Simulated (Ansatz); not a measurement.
# BGeH₃ (triplet): PBE, r2SCAN, PBE0, B3LYP, wB97M-V over vertical spin and charge gaps, cc-pVTZ

Aim: run BGeH₃ (triplet) with these functionals over vertical spin and charge gaps, and hold them against the top wave-function level at the same points.

Program: Ansatz 0.2.0, Gaussian basis. Level of theory: cc-pVTZ, all electrons in the functionals. These are calculated values, not measurements.

The runs, in order: PBE, r2SCAN, PBE0, B3LYP, wB97M-V, at charge 0, triplet; charge 0, singlet; charge 0, quintet; charge 1, doublet; charge 1, quartet.

7 further runs of the same task are left out: 1 for a known fault of the program, 6 set aside as unsound or not needed.

## 1. What is computed

The geometry is a PBE0/def2-TZVP stationary point (not a proven minimum). No spin-orbit coupling is included. The filled d shell of Ge may be among the frozen orbitals whatever the setting's name suggests; the logs give the count.

5 atoms, charge 0, spin multiplicity 3.

Atoms are counted from 1 here; the program's logs count them from 0.

Bond lengths: Ge1–B2 2.042 Å, Ge1–H3 1.540 Å, Ge1–H4 1.541 Å, Ge1–H5 1.540 Å. Angles: B2–Ge1–H3 113.2°, B2–Ge1–H4 102.7°, B2–Ge1–H5 113.2°, H3–Ge1–H4 109.4°, H3–Ge1–H5 108.8°, H4–Ge1–H5 109.4°.

As a file:

```
Ge   -0.0015    0.0000    0.2371
B     0.0296    0.0000   -1.8042
H     0.6489    1.2522    0.8545
H    -1.5097   -0.0001    0.5523
H     0.6491   -1.2522    0.8545
```

No dispersion term is added; wB97M-V holds VV10 nonlocal correlation. B3LYP takes the VWN-RPA correlation.

The geometry shown and the zero of energy belong to the point charge 0, triplet. The yardstick, UCCSDT(Q), and other wave-function levels (R restricted, U unrestricted, valence and pair active spaces) come from earlier runs.

## 2. PBE, charge 0, triplet

File in.yaml:

```yaml
crystal:
  periodic: [false, false, false]
  atoms:
    - {symbol: Ge, position_ang: [-0.001461, 0.000000, 0.237148]}
    - {symbol: B, position_ang: [0.029551, 0.000003, -1.804248]}
    - {symbol: H, position_ang: [0.648910, 1.252233, 0.854533]}
    - {symbol: H, position_ang: [-1.509666, -0.000094, 0.552300]}
    - {symbol: H, position_ang: [0.649065, -1.252153, 0.854532]}
basis:
  gaussian: {orbitals: cc-pVTZ}
magnetization: {spin_polarized: true, initial_magnetization: 2}
hamiltonian: {xc: {name: PBE}}
output: {orbitals: {seedname: orbitals}}
```

Command:

```
ansatz run in.yaml --threads 2 --pin off --events-out ev --progress --plain --max-ram 24576MiB --backend cuda --devices 0, --max-vram 18GiB
```

Further steps of the session: PBE, charge 0, singlet; PBE, charge 0, quintet; PBE, charge 1, doublet; PBE, charge 1, quartet; r2SCAN, charge 0, triplet; r2SCAN, charge 0, singlet; r2SCAN, charge 0, quintet; r2SCAN, charge 1, doublet; r2SCAN, charge 1, quartet; PBE0, charge 0, triplet; PBE0, charge 0, singlet; PBE0, charge 0, quintet; PBE0, charge 1, doublet; PBE0, charge 1, quartet; B3LYP, charge 0, triplet; B3LYP, charge 0, singlet; B3LYP, charge 0, quintet; B3LYP, charge 1, doublet; B3LYP, charge 1, quartet; wB97M-V, charge 0, triplet; wB97M-V, charge 0, singlet; wB97M-V, charge 0, quintet; wB97M-V, charge 1, doublet; wB97M-V, charge 1, quartet.

Before running them: what should the planned runs give, taken together? Wanted: triplet to singlet, UCCSDT(Q); triplet to quintet, UCCSDT(Q); ionisation to the doublet cation, UCCSDT(Q); ionisation to the quartet cation, UCCSDT(Q); largest miss, PBE; largest miss, r2SCAN; largest miss, PBE0; largest miss, B3LYP; largest miss, wB97M-V.

**Answer**, as computed:

| quantity | value |
| --- | --- |
| triplet to singlet, UCCSDT(Q) | -13.6 kcal/mol |
| triplet to quintet, UCCSDT(Q) | 103.9 kcal/mol |
| ionisation to the doublet cation, UCCSDT(Q) | 179.5 kcal/mol |
| ionisation to the quartet cation, UCCSDT(Q) | 280.9 kcal/mol |
| largest miss, PBE | -7.5 kcal/mol (ionisation to the quartet cation) |
| largest miss, r2SCAN | -7.0 kcal/mol (triplet to quintet) |
| largest miss, PBE0 | +3.9 kcal/mol (triplet to singlet) |
| largest miss, B3LYP | +5.8 kcal/mol (triplet to quintet) |
| largest miss, wB97M-V | +6.2 kcal/mol (triplet to quintet) |
| largest miss, RCCSD(T) | +0.5 kcal/mol (ionisation to the quartet cation) |
| largest miss, UCCSD(T) | +0.4 kcal/mol (ionisation to the quartet cation) |

Of the functionals, PBE0 keep the smallest largest miss at the points compared (at most 3.9 kcal/mol) and PBE strays most (7.5 kcal/mol, at ionisation to the quartet cation). PBE, r2SCAN, PBE0, B3LYP clearly break the spin symmetry at some points (⟨S²⟩ up to 0.57 above the pure value), so energy there is bought with a mixed spin. Functionals and the yardstick converge differently with the basis, so part of each miss in cc-pVTZ is the basis.
